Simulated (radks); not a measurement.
**Pd in [Ar] 3d10 4s1 4p6 4d10 5p1: an all-electron calculation**

One table from this session's results is given with a row withheld; the runs are named, their logs left out.

Program: radks (a radial shooting solver on a logarithmic mesh, Libxc functionals) version 1. Level of theory: scalar-relativistic Kohn-Sham, PBE, spin-unpolarised, spherical densities, finite nucleus. These are calculated values, not measurements, unless marked.

## What is computed

| Property | Result |
| --- | --- |
| element | palladium (Z = 46) |
| charge | 0 |
| electrons | 46 |
| configuration | [Ar] 3d10 4s1 4p6 4d10 5p1 |
| nuclear rms radius | 4.5318 fm |

The outer shells:

Pd
```
[Ar] core
3d [↑↓][↑↓][↑↓][↑↓][↑↓]
4s [↑ ]
4p [↑↓][↑↓][↑↓]
4d [↑↓][↑↓][↑↓][↑↓][↑↓]
5p [↑ ][  ][  ]
```

The first run:

Settings of this run:

```text
Z 46
configuration [Ar] 3d10 4s1 4p6 4d10 5p1 5s0 4f0 5d0 6p0
relativity scalar-relativistic
functional pbe,pbe
spin unpolarised
nucleus finite rms 4.5318 fm
c 137.035999084
```

Command:

```
python run_ks.py task.json out
```

All runs below come from this command, one after another.

Steps of the session up to this table: Self-consistent calculation.

One of the session's tables, all rows but one given; the rest of the session is left out.

It belongs to the step «Radial structure». Sizes of the orbitals, from the radial functions (bohr):

```
level      <r>  outermost maximum (interpolated)  90 % within  nodes
   1s  0.03185                            0.0207       0.0571      0
   2s   0.1383                             0.117        0.214      1
   2p   0.1206                            0.0934        0.196      0
   3s   0.3792                             0.342        0.559      2
   3p   0.3786                             0.335        0.570      1
   3d   0.3575                             0.282        0.566      0
   4s   0.9410                             0.849         1.37      3
   4p    1.033                             0.906         1.53      2
   4d        ?                                 ?            ?      ?
   5s    3.096                              2.49         4.72      4
   5p    4.806                              3.60         7.65      3
```

Estimate the missing values for 4d.

**Answer.** <r>: 1.440; outermost maximum (interpolated): 1.08; 90 % within: 2.32; nodes: 1. In the column «<r>» it lies between 4p (1.033) and 5s (3.096).
